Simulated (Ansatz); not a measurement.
# AsGeH₅, SMILES [GeH3][AsH2]: a rigid torsion scan

Run with Ansatz 0.2.0 through its Python package.

The script, `torsion_asgeh5.py`:
```python
"""Rigid torsion scan of AsGeH5."""

import ansatz as az
from ase import Atoms

atoms = Atoms(["Ge", "As", "H", "H", "H", "H", "H"], positions=[
    (-0.3509, -0.6643, -0.4841),
    (0.6675, 1.4434, 0.086),
    (-0.5451, -1.5118, 0.7514),
    (-1.7425, -0.3167, -1.0554),
    (0.4427, -1.357, -1.5921),
    (-0.2262, 1.6324, 1.3549),
    (1.8158, 0.7061, 0.8936),
])

# relax first, so that the scan starts from a minimum
first = (
    az.Crystal.molecule_from_ase(atoms).calculation()
    .basis(gaussian="def2-SVP")
    .functional("pbe0")
    .relax(force_tolerance=0.02, max_steps=80)
)
atoms.positions = first.run(threads=1, backend="cpu").report["positions_ang"]

start = atoms.get_dihedral(2, 0, 1, 5)
energies = {}
for turn in range(0, 360, 30):
    turned = atoms.copy()
    turned.set_dihedral(2, 0, 1, 5, start + turn, indices=[1, 5, 6])
    job = (
        az.Crystal.molecule_from_ase(turned).calculation()
        .basis(gaussian="def2-SVP")
        .correlation("MP2")
    )
    energies[round((start + turn) % 360)] = job.run(threads=1, backend="cpu").report["free_energy_ev"]
floor = min(energies.values())
print("dihedral H2-Ge0-As1-H5 (deg)   E - E(min) (kcal/mol)")
for angle, e in sorted(energies.items()):
    print(f"{angle:8d} {23.060548 * (e - floor):14.3f}  " + "#" * int(30 * (e - floor) / max(max(energies.values()) - floor, 1e-9)))
```

```console
$ python torsion_asgeh5.py
dihedral H2-Ge0-As1-H5 (deg)   E - E(min) (kcal/mol)
      14          1.199  ##########################
      44          0.824  ##################
      74          0.352  #######
     104          0.853  ##################
     134          1.352  ##############################
     164          0.839  ##################
     194          0.353  #######
     224          0.838  ##################
     254          1.196  ##########################
     284          0.542  ############
     314          0.000
     344          0.559  ############
```

The scan is rigid and the energies are electronic, in a modest basis. With rigid groups the curve can differ much from the relaxed path, the start wasn't checked as a minimum of this torsion, and equivalent turns needn't return to the same energy. The start is relaxed with a density functional and scanned with the wavefunction method, so it isn't exactly that method's minimum. The whole script took 31 s on 1 thread of Arm Neoverse V2, on a shared host, peak memory 0.27 GiB.

(Lines on the test bed's own set-up are left out of the output.)
